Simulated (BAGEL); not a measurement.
**GaSiH3F2 (SMILES [F][Ga]([F])[SiH3]): a chain of runs**

We compute the energy (HF/6-31G*), then a single-point energy (NEVPT2(2,2)/6-31G*), then a single-point energy (CASPT2(2,2)/6-31G*) of GaSiH3F2. 

The results are computed with BAGEL 1.2.2.

## Step 1: The molecule

The species is GaSiH3F2 (7 atoms), meant as a singlet with charge 0. SMILES: `[F][Ga]([F])[SiH3]`. The Si4–H5 distance was set to 2.001 Å, away from the relaxed value. At this shape a bond of the SMILES string is far longer than usual.

Bond lengths: F1–Ga2 1.750 Å, Ga2–F3 1.749 Å, Ga2–Si4 2.387 Å, Si4–H6 1.483 Å, Si4–H7 1.484 Å. Angles: F1–Ga2–F3 110.4°, F1–Ga2–Si4 124.5°, F3–Ga2–Si4 125.2°, Ga2–Si4–H6 108.8°, Ga2–Si4–H7 107.8°, H6–Si4–H7 110.0°. A long bond or contact: Si4–H5 2.001 Å.

## Step 2: A single-point energy at HF/6-31G(d) (density fitting with svp-jkfit, spherical functions) (run 1)

The input, input.json:

```json
{ "bagel" : [

{
  "title" : "molecule",
  "basis" : "6-31gs.json",
  "df_basis" : "svp-jkfit",
  "angstrom" : "false",
  "geometry" : [
    { "atom" : "F", "xyz" : [     0.09096008,    -3.79491210,     4.45807558 ] },
    { "atom" : "Ga", "xyz" : [     0.86971621,    -2.19866044,     1.66883982 ] },
    { "atom" : "F", "xyz" : [     3.80786239,    -3.21401029,     0.54388586 ] },
    { "atom" : "Si", "xyz" : [    -1.74925522,     0.88934102,    -0.32085282 ] },
    { "atom" : "H", "xyz" : [     0.36131564,     3.01241242,    -2.63219952 ] },
    { "atom" : "H", "xyz" : [    -2.94261727,     2.47236459,     1.66033605 ] },
    { "atom" : "H", "xyz" : [    -3.72099546,    -0.46899412,    -1.78255598 ] }
  ]
},

{ "title" : "hf" },

{ "title" : "print", "file" : "orbitals.molden", "orbitals" : "true" }

]}
```

The basis set 6-31G* is read from a file made from the Basis Set Exchange's data (not shown).

Started as:

```
$ BAGEL_NUM_THREADS=1 BAGEL input.json > input.out
```

Log:

```text
* using 1 threads per process

  ===============================================================
  ===============================================================

  *** Geometry ***

  { "atom" : "F", "xyz" : [      0.090960,     -3.794912,      4.458076 ] },
  { "atom" : "Ga", "xyz" : [      0.869716,     -2.198660,      1.668840 ] },
  { "atom" : "F", "xyz" : [      3.807862,     -3.214010,      0.543886 ] },
  { "atom" : "Si", "xyz" : [     -1.749255,      0.889341,     -0.320853 ] },
  { "atom" : "H", "xyz" : [      0.361316,      3.012412,     -2.632200 ] },
  { "atom" : "H", "xyz" : [     -2.942617,      2.472365,      1.660336 ] },
  { "atom" : "H", "xyz" : [     -3.720995,     -0.468994,     -1.782556 ] },

  Number of auxiliary basis functions:      602

  Since a DF basis is specified, we compute 2- and 3-index integrals:
    o Being stored without compression. Storage requirement is 0.034 GB

  Number of basis functions:       84
  Number of electrons      :       66

    * METHOD: MOLECULE                             0.68

  *** RHF ***

  === Nuclear Repulsion ===
   351.7778085957

      * DIIS with orbital gradients will be used.

  === RHF iteration (6-31gs.json) ===
      0      -2412.21589997          0.02275134           0.19
      1      -2412.38794038          0.01702869           0.18
      2      -2412.53395399          0.00129810           0.18
      3      -2412.53583662          0.00047815           0.18
      4      -2412.53596772          0.00012795           0.18
      5      -2412.53598411          0.00003026           0.18
      6      -2412.53598571          0.00001052           0.18
      7      -2412.53598593          0.00000209           0.18
      8      -2412.53598594          0.00000095           0.18
      9      -2412.53598594          0.00000035           0.18
     10      -2412.53598594          0.00000012           0.18
     11      -2412.53598594          0.00000004           0.18
     12      -2412.53598594          0.00000001           0.18
    * SCF iteration converged.

    * Permanent dipole moment:
           (    0.973665,    -0.766683,     0.396964) a.u.

    * METHOD: HF                                   2.80

    * METHOD: PRINT                                0.03

  ===============================================================
```

It took 3.9 s on 1 thread of Arm Neoverse N1, shared host; peak memory 0.16 GiB.

## Step 3: A single-point energy at NEVPT2(2,2)/6-31G(d) (density fitting with svp-jkfit, spherical functions) (run 2)

The input, nevpt2.json:

```json
{ "bagel": [

{
  "title": "molecule",
  "basis": "6-31gs.json",
  "df_basis": "svp-jkfit",
  "geometry": [
    { "atom": "F", "xyz": [  0.09096008, -3.79491210,  4.45807558 ] },
    { "atom": "Ga", "xyz": [  0.86971621, -2.19866044,  1.66883982 ] },
    { "atom": "F", "xyz": [  3.80786239, -3.21401029,  0.54388586 ] },
    { "atom": "Si", "xyz": [ -1.74925522,  0.88934102, -0.32085282 ] },
    { "atom": "H", "xyz": [  0.36131564,  3.01241242, -2.63219952 ] },
    { "atom": "H", "xyz": [ -2.94261727,  2.47236459,  1.66033605 ] },
    { "atom": "H", "xyz": [ -3.72099546, -0.46899412, -1.78255598 ] }
  ]
},
{ "title": "hf" },
{ "title": "nevpt2", "nstate": 1, "nact": 2, "nclosed": 32, "active": [33, 35], "maxiter": 200, "natocc": true, "ncore": 16 },
{ "title": "print", "file": "orbitals.molden", "orbitals": true }

]}
```

The basis set 6-31G* is read from a file made from the Basis Set Exchange's data (not shown).

Started as:

```
$ BAGEL_NUM_THREADS=1 BAGEL nevpt2.json > nevpt2.out
```

Log:

```text
* using 1 threads per process

  ===============================================================
  ===============================================================

  *** Geometry ***

  { "atom" : "F", "xyz" : [      0.090960,     -3.794912,      4.458076 ] },
  { "atom" : "Ga", "xyz" : [      0.869716,     -2.198660,      1.668840 ] },
  { "atom" : "F", "xyz" : [      3.807862,     -3.214010,      0.543886 ] },
  { "atom" : "Si", "xyz" : [     -1.749255,      0.889341,     -0.320853 ] },
  { "atom" : "H", "xyz" : [      0.361316,      3.012412,     -2.632200 ] },
  { "atom" : "H", "xyz" : [     -2.942617,      2.472365,      1.660336 ] },
  { "atom" : "H", "xyz" : [     -3.720995,     -0.468994,     -1.782556 ] },

  Number of auxiliary basis functions:      602

[... 21 lines left out ...]
    * SCF iteration converged.
[... 1 line left out ...]
    * Permanent dipole moment:
[... 28 lines left out ...]
    * Second-order optimization converged. *

     guess   0:   closed 1.                   open ..

  === FCI iteration ===

      0  0     -2412.53521898     6.97e-02      0.00
      1  0     -2412.56230496     8.46e-05      0.00
      2  0 *   -2412.56230502     1.11e-16      0.00

     * ci vector, state   0, <S^2> = 0.0000
       2.     0.9816516480
       .2    -0.1906830932

  === DF-NEVPT2 calculation ===

    * 3-index integral transformation done
    * assembly done

      NEVPT2 correlation energy:   -0.6506553305      0.28

          (+0)     -0.6287776142
          (+0)'    -0.0041392975
          (+1)     -0.0043479388
          (+1)'    -0.0000000000
          (+2)     -0.0002174124
          (-1)     -0.0111597622
          (-1)'     0.0000000000
          (-2)     -0.0020133054

      NEVPT2 total energy:       -2413.2129603478

    * METHOD: NEVPT2                              10.56

    * METHOD: PRINT                                0.03

  ===============================================================
```

It took 14 s on 1 thread of Arm Neoverse N1, shared host; peak memory 0.16 GiB.

## Step 4: A single-point energy at CASPT2(2,2)/6-31G(d) (density fitting with svp-jkfit, spherical functions) (run 3)

The input, caspt2.json:

```json
{ "bagel" : [

{
  "title" : "molecule",
  "basis" : "6-31gs.json",
  "df_basis" : "svp-jkfit",
  "geometry" : [
    { "atom" : "F", "xyz" : [     0.09096008,    -3.79491210,     4.45807558 ] },
    { "atom" : "Ga", "xyz" : [     0.86971621,    -2.19866044,     1.66883982 ] },
    { "atom" : "F", "xyz" : [     3.80786239,    -3.21401029,     0.54388586 ] },
    { "atom" : "Si", "xyz" : [    -1.74925522,     0.88934102,    -0.32085282 ] },
    { "atom" : "H", "xyz" : [     0.36131564,     3.01241242,    -2.63219952 ] },
    { "atom" : "H", "xyz" : [    -2.94261727,     2.47236459,     1.66033605 ] },
    { "atom" : "H", "xyz" : [    -3.72099546,    -0.46899412,    -1.78255598 ] }
  ]
},

{ "title" : "hf" },

{ "title" : "casscf", "nstate" : 1, "nact" : 2, "nclosed" : 32, "active" : [33, 35], "maxiter" : 200, "natocc" : true },

{ "title" : "print", "file" : "orbitals.molden", "orbitals" : true },

{ "title" : "smith", "method" : "caspt2", "ms" : true, "xms" : true, "sssr" : true, "shift" : 0.2, "shift_imag" : true, "ncore" : 16 }

]}
```

The basis set 6-31G* is read from a file made from the Basis Set Exchange's data (not shown).

Started as:

```
$ BAGEL_NUM_THREADS=1 BAGEL caspt2.json > caspt2.out
```

Log:

```text
* using 1 threads per process

  ===============================================================
  ===============================================================

  *** Geometry ***

  { "atom" : "F", "xyz" : [      0.090960,     -3.794912,      4.458076 ] },
  { "atom" : "Ga", "xyz" : [      0.869716,     -2.198660,      1.668840 ] },
  { "atom" : "F", "xyz" : [      3.807862,     -3.214010,      0.543886 ] },
  { "atom" : "Si", "xyz" : [     -1.749255,      0.889341,     -0.320853 ] },
  { "atom" : "H", "xyz" : [      0.361316,      3.012412,     -2.632200 ] },
  { "atom" : "H", "xyz" : [     -2.942617,      2.472365,      1.660336 ] },
  { "atom" : "H", "xyz" : [     -3.720995,     -0.468994,     -1.782556 ] },

  Number of auxiliary basis functions:      602

[... 21 lines left out ...]
    * SCF iteration converged.
[... 1 line left out ...]
    * Permanent dipole moment:
[... 27 lines left out ...]
    * Second-order optimization converged. *
[... 9 lines left out ...]
     * ci vector, state   0, <S^2> = 0.0000
[... 16 lines left out ...]
    * Zeroth order energy : state  0       -0.8253370857
[... 4 lines left out ...]
       #      aibj      arbs      arbi      airj      risj      airs      arst      rist         Etot      error   time
[... 2 lines left out ...]
       0  -0.62730  -0.00254  -0.01145  -0.00478  -0.00033  -0.00360  -0.00000  -0.00000   -0.6499935  0.0007405   0.13
       1  -0.62739  -0.00256  -0.01149  -0.00488  -0.00036  -0.00370   0.00000  -0.00000   -0.6503785  0.0001479   0.11
       2  -0.62740  -0.00256  -0.01150  -0.00489  -0.00036  -0.00370  -0.00000  -0.00000   -0.6503928  0.0000295   0.12
       3  -0.62740  -0.00256  -0.01150  -0.00488  -0.00036  -0.00370  -0.00000  -0.00000   -0.6503933  0.0000059   0.12
       4  -0.62740  -0.00256  -0.01150  -0.00489  -0.00036  -0.00370   0.00000  -0.00000   -0.6503933  0.0000009   0.12

      ------------------------------------------------------------------------------------------------------------------

    * CASPT2 energy : state  0    -2413.2149696863
        w/o shift correction      -2413.2126983208
        reference weight              0.8586668096

    * METHOD: SMITH                                1.08

  ===============================================================
```

It took 15 s on 1 thread of Arm Neoverse N1, shared host; peak memory 0.22 GiB.

## Step 5: What came out

| quantity | value |
| --- | --- |
| run 1, HF/6-31G*: total energy | -2412.53599 Eh |
| run 1, HF/6-31G*: dipole moment | 3.31 D |
| run 1, HF/6-31G*: HOMO energy | -11.51 eV |
| run 1, HF/6-31G*: LUMO energy | 1.00 eV |
| run 1, HF/6-31G*: HOMO–LUMO gap | 12.51 eV |
| run 2, NEVPT2(2,2)/6-31G*: total energy | -2413.21296 Eh |
| run 3, CASPT2(2,2)/6-31G*: total energy | -2413.21497 Eh |
